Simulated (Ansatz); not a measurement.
**Ga₂N (sextet): wave-function methods side by side, cc-pVDZ**

An exercise on one series of results from a longer session: the logs are not shown, and one member is left open.

Method: cc-pVDZ, core rule «outside noble gas», up to 29 orbitals frozen; program: Ansatz 0.2.0, Gaussian basis.

To be run: UHF; CCSD(T) on ROHF; CCSD(T) on UHF; BCCD(T) on ROHF; CISD; CCSDT(Q) on ROHF; CCSDT(Q) on UHF; CASSCF and MRCISD+Q, 9 electrons in 11 orbitals; CASSCF and NEVPT4(SD), 9 electrons in 11 orbitals; CASSCF and NEVPT2, 9 electrons in 11 orbitals.

30 further runs of the same task are left out: 16 that didn't finish, 14 set aside as unsound or not needed.

## The geometry

The geometry is a PBE0/def2-TZVP stationary point (not a proven minimum) of the parent state, kept for this charge and spin. No spin-orbit coupling is included. The filled d shell of Ga may be among the frozen orbitals whatever the setting's name suggests; the logs give the count.

3 atoms, charge 0, spin multiplicity 6.

Atoms are counted from 1 here; the program's logs count them from 0.

Bond lengths: Ga1–N2 1.919 Å, N2–Ga3 1.895 Å. Angles: Ga1–N2–Ga3 180.0°.

Set-up of the first run:

Input file in.yaml:

```yaml
crystal:
  periodic: [false, false, false]
  atoms:
    - {symbol: Ga, position_ang: [0.000000, 0.000000, 1.910900]}
    - {symbol: N, position_ang: [0.000000, 0.000000, -0.007700]}
    - {symbol: Ga, position_ang: [0.000000, 0.000000, -1.903200]}
basis:
  gaussian: {orbitals: cc-pVDZ}
magnetization: {spin_polarized: true, initial_magnetization: 5}
hamiltonian: {xc: hf}
output: {orbitals: {seedname: orbitals}}
```

Launch:

```
$ ansatz run in.yaml --threads 1 --pin off --events-out ev --progress --plain --max-ram 2393MiB
```

Steps of the session up to this table: UHF; CCSD(T) on ROHF; CCSD(T) on UHF; BCCD(T) on ROHF; CISD; CCSDT(Q) on ROHF; CCSDT(Q) on UHF; CASSCF and MRCISD+Q, 9 electrons in 11 orbitals; CASSCF and NEVPT4(SD), 9 electrons in 11 orbitals; CASSCF and NEVPT2, 9 electrons in 11 orbitals.

One table of the session follows, with a row left open; its other results are not shown here.

```
            method  from RCCSDT(Q) (meV)
              RMP2                     ?
              UMP2               +1050.3
             RCCSD                +488.9
             UCCSD                +451.9
          RCCSD(T)                +101.1
          UCCSD(T)                 +70.0
           BCCD(T)                +105.5
            RCCSDT                 +53.6
            UCCSDT                 +17.1
         RCCSDT(Q)                     0
         UCCSDT(Q)                 -41.6
    CASSCF valence               +4229.9
    NEVPT2 valence               +1009.2
NEVPT4(SD) valence                +387.2
    MRCISD valence                +547.4
  MRCISD+Q valence                +317.0
```

Q: Estimate the row for RMP2 from the others.

As computed: from RCCSDT(Q) (meV): +973.7. In the column «from RCCSDT(Q) (meV)» it lies between MRCISD valence (+547.4) and NEVPT2 valence (+1009.2).

Among the levels timed on like hardware and quicker than the yardstick, those that no quicker one beats, quickest first: NEVPT2 valence (35 s, +1009.2 meV); NEVPT4(SD) valence (39 s, +387.2 meV); MRCISD+Q valence (41 s, +317.0 meV); BCCD(T) (89 s, +105.5 meV); UCCSD(T) (98 s, +70.0 meV).

Not comparable, so not listed: CISD (they don't share determinant, frozen orbitals or solution with the rows shown, or repeat one).

Caveats from the session: The report flags that the cluster equations may have other roots. Left out of the table: ROHF, UHF (another determinant or state than the rows shown). The program flags RCCSD(T), UCCSD(T), BCCD(T), RCCSDT(Q), UCCSDT(Q) as in doubt, so the zero of the table is itself unsure. Warnings: coupled cluster took another determinant than the lowest. Restricted and unrestricted rows rest on different reference determinants; where their highest levels disagree by more than a few hundredths of an eV, they describe different states and don't form one ladder. Warnings in the runs' records: other roots.
